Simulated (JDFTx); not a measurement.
# Al3Cu2 (P-3m1) in JDFTx: reference runs

Reference runs on Al3Cu2: the cell as given.

Program: JDFTx 1.7.0 (patched build). These are calculated values, not measurements. Logs are shortened: lines on timing, memory, paths and dates and some standing lists are left out, and cuts for length are marked. The log counts tension as positive stress, the text compression.

### 1 The structure

The structure is trigonal, space group P-3m1 (No. 164). Conventional cell: a = 4.092 Å, b = 4.092 Å, c = 4.993 Å, α = 90.00°, β = 90.00°, γ = 120.00°. Cu (site symmetry 3m) is surrounded by 8 Al at 2.44 to 2.55 Å. Around Al (site symmetry 3m) lie 5 Cu at 2.44 to 2.55 Å and 3 Al at 2.80 Å. Al (site symmetry -3m) is surrounded by 6 Cu at 2.49 Å.

The cell comes from a database or a generator and needn't be the stable form of this composition.

### 2 Single point, PBEsol

Al3Cu2.in

```
lattice \
    7.7326679088    -3.8663339544     0.0000000000 \
    0.0000000000     6.6966868480     0.0000000000 \
    0.0000000000     0.0000000000     9.4349843439
coords-type Lattice
ion Cu     0.6666666667     0.3333333333     0.1604878700 1
ion Cu     0.3333333333     0.6666666667     0.8395121300 1
ion Al     0.6666666667     0.3333333333     0.6500746500 1
ion Al     0.3333333333     0.6666666667     0.3499253500 1
ion Al     0.0000000000     0.0000000000     0.0000000000 1

ion-species pseudo/Cu.upf
ion-species pseudo/Al.upf
elec-cutoff 46 368
elec-ex-corr gga-PBEsol
kpoint-folding 8 8 6
elec-smearing Fermi 0.0018374661
elec-n-bands 32
electronic-SCF nIterations 100 energyDiffThreshold 1e-09
electronic-minimize nIterations 30 energyDiffThreshold 1e-7
converge-empty-states yes
forces-output-coords Cartesian

dump-name run.$VAR
dump End Ecomponents EigStats BandEigs Kpoints Forces Stress ElecDensity Dtot KEdensity
```

Potentials or basis: PseudoDojo-SR-PBEsol-0.4.1-standard with smoothed tails.

Command:

```console
$ jdftx -c 1 -i Al3Cu2.in -o Al3Cu2.out
```

What it wrote:

```text
*************** JDFTx 1.7.0 (patched build) ***************

Input parsed successfully to the following command list (including defaults):
[... the input with its defaults ...]

---------- Setting up symmetries ----------

Found 24 point-group symmetries of the bravais lattice
Found 12 space-group symmetries with basis
Applied RMS atom displacement 3.99313e-10 bohrs to make symmetries exact.

---------- Initializing the Grid ----------
R =
[      7.73267     -3.86633            0  ]
[            0      6.69669            0  ]
[            0            0      9.43498  ]
unit cell volume = 488.574
G =
[   0.812551   0.469126         -0  ]
[          0   0.938253          0  ]
[          0         -0   0.665945  ]
Minimum fftbox size, Smin = [  68  68  84  ]
Chosen fftbox size, S = [  70  70  84  ]

---------- Initializing tighter grid for wavefunction operations ----------
R =
[      7.73267     -3.86633            0  ]
[            0      6.69669            0  ]
[            0            0      9.43498  ]
unit cell volume = 488.574
G =
[   0.812551   0.469126         -0  ]
[          0   0.938253          0  ]
[          0         -0   0.665945  ]
Minimum fftbox size, Smin = [  48  48  60  ]
Chosen fftbox size, S = [  48  48  60  ]

---------- Exchange Correlation functional ----------
Initalized PBEsol GGA exchange.
Initalized PBEsol GGA correlation.

---------- Setting up pseudopotentials ----------
Width of ionic core gaussian charges (only for fluid interactions / plotting) set to 0

Reading pseudopotential file 'pseudo/Cu.upf':
  'Cu' pseudopotential, 'PBESOL' functional
  Generated using ONCVPSP code by D. R. Hamann
  19 valence electrons, 4 orbitals, 6 projectors, 1001 radial grid points, with lMax = 2
    3S    l: 0   occupation:  2.0   eigenvalue: -4.204292
    3P    l: 1   occupation:  6.0   eigenvalue: -2.645923
    3D    l: 2   occupation: 10.0   eigenvalue: -0.185942
    4S    l: 0   occupation:  1.0   eigenvalue: -0.169360
  Core radius for overlap checks: 1.70 bohrs.

Reading pseudopotential file 'pseudo/Al.upf':
  'Al' pseudopotential, 'PBESOL' functional
  Generated using ONCVPSP code by D. R. Hamann
  3 valence electrons, 2 orbitals, 6 projectors, 1001 radial grid points, with lMax = 2
    3S    l: 0   occupation:  2.0   eigenvalue: -0.283523
    3P    l: 1   occupation:  1.0   eigenvalue: -0.098840
  Core radius for overlap checks: 1.74 bohrs.

Initialized 2 species with 5 total atoms.

Folded 1 k-points by 8x8x6 to 384 k-points.

---------- Setting up k-points, bands, fillings ----------
Reduced to 50 k-points under symmetry.
Computing the number of bands and number of electrons
Calculating initial fillings.
nElectrons:  47.000000   nBands: 32   nStates: 50

----- Setting up reduced wavefunction bases (one per k-point) -----
average nbasis = 7280.263 , ideal nbasis = 7280.501

---------- Setting up ewald sum ----------
Optimum gaussian width for ewald sums = 2.402842 bohr.
Real space sum over 1089 unit cells with max indices [  5  5  4  ]
Reciprocal space sum over 2535 terms with max indices [  6  6  7  ]

---------- Allocating electronic variables ----------
Initializing wave functions:  linear combination of atomic orbitals
Cu pseudo-atom occupations:   s ( 2 1 )  p ( 6 )  d ( 10 )
Al pseudo-atom occupations:   s ( 2 )  p ( 1 )
	FillingsUpdate:  mu: +0.440514023  nElectrons: 47.000000
LCAOMinimize: Iter:   0  F: -376.7637980749787516  |grad|_K:  6.327e-03  alpha:  1.000e+00
	FillingsUpdate:  mu: +0.488185328  nElectrons: 47.000000
LCAOMinimize: Iter:   1  F: -376.9523144023720533  |grad|_K:  2.006e-03  alpha:  4.787e-01  linmin:  1.516e-01  cgtest: -1.558e+00
LCAOMinimize: 	Bad step direction: g.d > 0.
[... 14 lines of inner loops ...]
LCAOMinimize: Iter:   7  F: -377.0002276392335148  |grad|_K:  4.356e-07  alpha:  6.000e-01  linmin: -1.527e-05  cgtest:  2.922e-03
	FillingsUpdate:  mu: +0.459919990  nElectrons: 47.000000
LCAOMinimize: Iter:   8  F: -377.0002276433831412  |grad|_K:  1.142e-07  alpha:  8.035e-01  linmin:  1.052e-04  cgtest: -8.225e-04
LCAOMinimize: Converged (|Delta F|<1.000000e-06 for 2 iters).

-------- Electronic minimization -----------
Will mix electronic density at each iteration.
	FillingsUpdate:  mu: +0.459919990  nElectrons: 47.000000
	FillingsUpdate:  mu: +0.424117860  nElectrons: 47.000000
SCF: Cycle:  0   F: -377.211629469574916   dF: -2.114e-01   |Residual|: 1.068e-01   |deigs|: 4.349e-02
	FillingsUpdate:  mu: +0.420492459  nElectrons: 47.000000
SCF: Cycle:  1   F: -377.222179057132564   dF: -1.055e-02   |Residual|: 5.953e-02   |deigs|: 8.361e-03
	FillingsUpdate:  mu: +0.420846945  nElectrons: 47.000000
SCF: Cycle:  2   F: -377.225627580847117   dF: -3.449e-03   |Residual|: 1.748e-02   |deigs|: 6.264e-03
	FillingsUpdate:  mu: +0.420189534  nElectrons: 47.000000
SCF: Cycle:  3   F: -377.225923193270944   dF: -2.956e-04   |Residual|: 1.001e-02   |deigs|: 2.490e-03
	FillingsUpdate:  mu: +0.420734255  nElectrons: 47.000000
SCF: Cycle:  4   F: -377.225962226802551   dF: -3.903e-05   |Residual|: 5.879e-03   |deigs|: 1.522e-03
	FillingsUpdate:  mu: +0.420573347  nElectrons: 47.000000
SCF: Cycle:  5   F: -377.225988366879164   dF: -2.614e-05   |Residual|: 8.198e-04   |deigs|: 6.139e-04
	FillingsUpdate:  mu: +0.420543224  nElectrons: 47.000000
SCF: Cycle:  6   F: -377.225990243067599   dF: -1.876e-06   |Residual|: 6.221e-04   |deigs|: 2.387e-04
	FillingsUpdate:  mu: +0.420571538  nElectrons: 47.000000
SCF: Cycle:  7   F: -377.225990910641315   dF: -6.676e-07   |Residual|: 8.904e-05   |deigs|: 1.693e-04
	FillingsUpdate:  mu: +0.420576457  nElectrons: 47.000000
SCF: Cycle:  8   F: -377.225991126054737   dF: -2.154e-07   |Residual|: 7.246e-05   |deigs|: 1.581e-04
	FillingsUpdate:  mu: +0.420576726  nElectrons: 47.000000
SCF: Cycle:  9   F: -377.225991220687945   dF: -9.463e-08   |Residual|: 2.878e-05   |deigs|: 2.674e-04
	FillingsUpdate:  mu: +0.420576548  nElectrons: 47.000000
SCF: Cycle: 10   F: -377.225991258082615   dF: -3.739e-08   |Residual|: 4.279e-05   |deigs|: 1.693e-04
	FillingsUpdate:  mu: +0.420577287  nElectrons: 47.000000
SCF: Cycle: 11   F: -377.225991275405420   dF: -1.732e-08   |Residual|: 2.628e-05   |deigs|: 1.205e-04
	FillingsUpdate:  mu: +0.420578051  nElectrons: 47.000000
SCF: Cycle: 12   F: -377.225991282908353   dF: -7.503e-09   |Residual|: 8.679e-06   |deigs|: 9.709e-05
	FillingsUpdate:  mu: +0.420578261  nElectrons: 47.000000
SCF: Cycle: 13   F: -377.225991286148087   dF: -3.240e-09   |Residual|: 3.112e-06   |deigs|: 8.054e-05
	FillingsUpdate:  mu: +0.420578279  nElectrons: 47.000000
SCF: Cycle: 14   F: -377.225991287639090   dF: -1.491e-09   |Residual|: 1.091e-06   |deigs|: 9.018e-05
	FillingsUpdate:  mu: +0.420578249  nElectrons: 47.000000
SCF: Cycle: 15   F: -377.225991288303362   dF: -6.643e-10   |Residual|: 1.862e-06   |deigs|: 5.867e-05
	FillingsUpdate:  mu: +0.420578280  nElectrons: 47.000000
SCF: Cycle: 16   F: -377.225991288637545   dF: -3.342e-10   |Residual|: 8.126e-07   |deigs|: 6.612e-05
SCF: Converged (|Delta E|<1.000000e-09 for 2 iters).

Setting wave functions to eigenvectors of Hamiltonian
Converging empty states (this may take a while):
EmptyStates: None of the convergence criteria satisfied.
|deigs|: 5.425e-04

# Stress tensor in Cartesian coordinates [Eh/a0^3]:
[ -1.39339e-06            0            0  ]
[            0 -1.39339e-06            0  ]
[            0            0  7.90411e-06  ]

# Ionic positions in lattice coordinates:
ion Cu   0.666666666666667   0.333333333333333   0.160487870000000 1
ion Cu   0.333333333333333   0.666666666666667   0.839512130000000 1
ion Al   0.666666666666667   0.333333333333333   0.650074650000000 1
ion Al   0.333333333333333   0.666666666666667   0.349925350000000 1
ion Al  -0.000000000000000   0.000000000000000   0.000000000000000 1

# Forces in Cartesian coordinates:
force Cu  -0.000000000000000  -0.000000000000000  -0.001147195817020 1
force Cu   0.000000000000000   0.000000000000000   0.001147195817017 1
force Al  -0.000000000000000  -0.000000000000000  -0.000746338784296 1
force Al   0.000000000000000   0.000000000000000   0.000746338784296 1
force Al   0.000000000000000   0.000000000000000  -0.000000000000000 1

# Energy components:
   Eewald =     -180.8183627004794687
       EH =      172.9575809774893571
     Eloc =     -439.2714836175982782
      Enl =      -65.3358889736279593
      Exc =      -49.4765142209921649
 Exc_core =        8.6842838414568657
       KE =      176.0347003723227317
-------------------------------------
     Etot =     -377.2256843214289574
       TS =        0.0003069672086024
-------------------------------------
        F =     -377.2259912886375446

IonicMinimize: Iter:   0  F: -377.225991288637545  |grad|_K:  4.997e-04
IonicMinimize: None of the convergence criteria satisfied after 0 iterations.

#--- Lowdin population analysis ---
# oxidation-state Cu +0.736 +0.736
# oxidation-state Al -0.323 -0.323 -0.469

Dumping 'run.eigStats' ...
	eMin: -3.768397 at state 0 ( [ +0.000000 +0.000000 +0.000000 ] spin 0 )
	HOMO: +0.419539 at state 23 ( [ +0.000000 +0.500000 +0.166667 ] spin 0 )
	mu  : +0.420578
	LUMO: +0.420684 at state 19 ( [ +0.000000 +0.375000 +0.500000 ] spin 0 )
	eMax: +0.778596 at state 23 ( [ +0.000000 +0.500000 +0.166667 ] spin 0 )
	HOMO-LUMO gap: +0.001145
	Optical gap  : +0.012939 at state 7 ( [ +0.000000 +0.125000 +0.500000 ] spin 0 )
WARNING: the last solve of the electrons (or of bands or displaced states from it) ended unconverged.
Done!
```

Run time: 5.7 min. Hardware: 1 thread of Intel Xeon 6975P-C (Granite Rapids), shared host; peak memory 0.76 GiB.

What came out:

```
Free energy            : -10264.8422 eV
Pressure               : -0.1 GPa
Largest force          : 0.059 eV/Å
Band gap on the k mesh : none (metal or under the smearing width)
Loewdin charges        : Cu +0.74; Al -0.32, -0.47 e
```

Forces in eV/Å, atoms in the order of the input:
```
Cu   0.000  0.000 -0.059
Cu   0.000  0.000  0.059
Al   0.000  0.000 -0.038
Al   0.000  0.000  0.038
Al   0.000  0.000  0.000
```

Levels at points of the mesh, in eV from the Fermi level:
| k point | band 21 | band 22 | band 23 | band 24 | band 25 | band 26 |
| --- | --- | --- | --- | --- | --- | --- |
| (0.00, 0.00, 0.00) | -3.59 | -0.17 | -0.17 | 1.39 | 1.39 | 2.55 |
| (0.00, 0.00, 0.50) | 1.21 | 1.21 | 1.32 | 1.32 | 1.76 | 2.49 |
| (0.00, 0.50, 0.00) | -3.05 | -3.01 | -2.58 | -0.75 | 0.00 | 0.40 |
| (0.00, 0.50, 0.50) | -4.04 | -3.43 | -1.75 | -0.13 | 0.79 | 0.99 |

Caveat: the atomic charges don't sum to the cell's charge; the empty levels aren't tightly converged.
